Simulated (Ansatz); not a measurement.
**BrClFGa: how energies converge with the basis set**

Aim: see how fast density functionals converge with the basis set for BrClFGa.

Program: Ansatz 0.2.0, Gaussian basis. Level of theory: one geometry, several basis sets. These are calculated values, not measurements.

The runs, in order: PBE0-D4/def2-SVP; ωB97M-V/def2-SVP; PBE0-D4/def2-QZVPP; ωB97M-V/def2-QZVPP; the functionals' def2-TZVPP values are taken from earlier runs.

### Step 1. Structure used throughout

An earlier PBE0-D4 in a triple-zeta def2 set relaxation fixed the geometry.

SMILES `[F][Ga]([Cl])[Br]`, 4 atoms, charge 0, spin multiplicity 1.

Atoms are counted from 1 here; the program's logs count them from 0.

Bond lengths: F1–Ga2 1.735 Å, Ga2–Cl3 2.107 Å, Ga2–Br4 2.246 Å. Angles: F1–Ga2–Cl3 117.5°, F1–Ga2–Br4 118.6°, Cl3–Ga2–Br4 123.8°.

### Step 2. PBE0-D4 in def2-SVP

in.yaml reads:

```yaml
crystal:
  periodic: [false, false, false]
  atoms:
    - {symbol: F, position_ang: [-1.168744, -0.639843, 1.230793]}
    - {symbol: Ga, position_ang: [-0.032540, -0.039329, 0.065340]}
    - {symbol: Cl, position_ang: [1.990252, -0.577117, 0.310107]}
    - {symbol: Br, position_ang: [-0.788969, 1.256289, -1.606240]}
basis:
  gaussian: {orbitals: def2-SVP}
hamiltonian: {xc: pbe0, dispersion: d4}
output: {orbitals: {seedname: orbitals}}
```

The run is started by

```sh
ansatz run in.yaml --threads 2 --pin off --events-out ev --progress --plain --max-ram 32768MiB --backend cpu
```

After this run come: ωB97M-V in def2-SVP; PBE0-D4 in def2-QZVPP; ωB97M-V in def2-QZVPP.

**Question.** What will the summary of the whole plan be? Wanted: PBE0-D4: double and triple zeta above quadruple; ωB97M-V: double and triple zeta above quadruple.

As calculated:

```
                                       quantity           value
PBE0-D4: double and triple zeta above quadruple  26.10, 3.14 eV
ωB97M-V: double and triple zeta above quadruple  25.89, 3.02 eV
```

**Reading.** For PBE0-D4 the step from double to triple zeta gains 22.96 eV and the next only 3.14 eV. Total energies overstate the basis error of differences, where much of it tends to cancel.
